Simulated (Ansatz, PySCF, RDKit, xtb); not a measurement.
# CH4FGe−: from the formula to a structure

Task: start from the formula CH4FGe− (charge -1), draw up candidate structures, narrow them down in stages, and characterise the one that lies lowest at 298.15 K.

Plan: many cheap relaxations first (GFN2-xTB), then density-functional screening, relaxation at r2SCAN-D4/def2-SVPD, vibrations and a final energy. The numbers are computed, not measured.

7 further runs of the same task are left out: 7 set aside as unsound or not needed.

## (1) Drawing up candidates

All bonding patterns within simple valence rules are listed by program: one Lewis structure each, at most two rings and one unusual centre or charged pair. O–O, O–halogen and N–halogen bonds and N–N–N chains are not drawn. That gives 4 candidates.

| label | SMILES | spin |
| --- | --- | --- |
| c173 | F[CH2][GeH2-] | singlet |
| c280 | [CH3][GeH-][F] | singlet |
| c759 | [CH2-][GeH2][F] | singlet |
| c870 | F[CH-][GeH3] | singlet |

Candidates are built by distance geometry, with a force field where one applies, in up to four conformers (letters a to d). 16 starts with atoms placed at random are added, to find patterns that the rules miss.

Q: Predict the outcome of this search (final energies at CCSD(T)/def2-SVPD + MP2/def2-TZVPPD - MP2/def2-SVPD).

| quantity | value |
| --- | --- |
| lowest structure found | [CH3][GeH-][F], singlet, C1 |
| next finalist | [CH2-][GeH2][F], singlet, 21.6 kcal/mol higher in G |
| share at equilibrium, among the finalists | 100.0 % |
| harmonic wavenumbers, lowest and highest (r2SCAN-D4/def2-SVPD) | 150 and 3086 cm⁻¹ |
| rotational constants, same geometry | 0.3491, 0.2166, 0.1432 cm⁻¹ |
| HOMO energy (PBE0/def2-TZVPD) | -0.30 eV |
| LUMO energy (PBE0/def2-TZVPD) | 4.16 eV |
| HOMO–LUMO gap (to an unbound level, set by the basis) (PBE0/def2-TZVPD) | 4.47 eV |
| lowest excitation (TD-B3LYP/def2-SVPD) | 3.83 eV (f = 0.057) |
| strongest of the states computed, same level | 4.41 eV (f = 0.156) |
| lowest triplet excitation, same level, Tamm-Dancoff | 3.35 eV |
| vertical detachment energy | 2.30 eV |
| vertical triplet less singlet | +3.15 eV |

`[CH3][GeH-][F]` comes out lowest. Among the finalists first place is clear (21.6 kcal/mol); structures outside the list aren't covered. GFN2-xTB, HF/STO-3G, r2SCAN-D4/def2-SVPD, r2SCAN-D4/def2-SVPD, relaxed, HF/def2-SVPD and MP2/def2-SVPD already put its bonding pattern lowest among the structures in one piece. In an anion, excitations above the detachment energy lie in the continuum and hang on the basis, so they needn't be bound states. Lowest found is not proven lowest: the search is finite, and each finalist counts with one conformer. Patterns outside the rules of the enumeration were met only by chance.
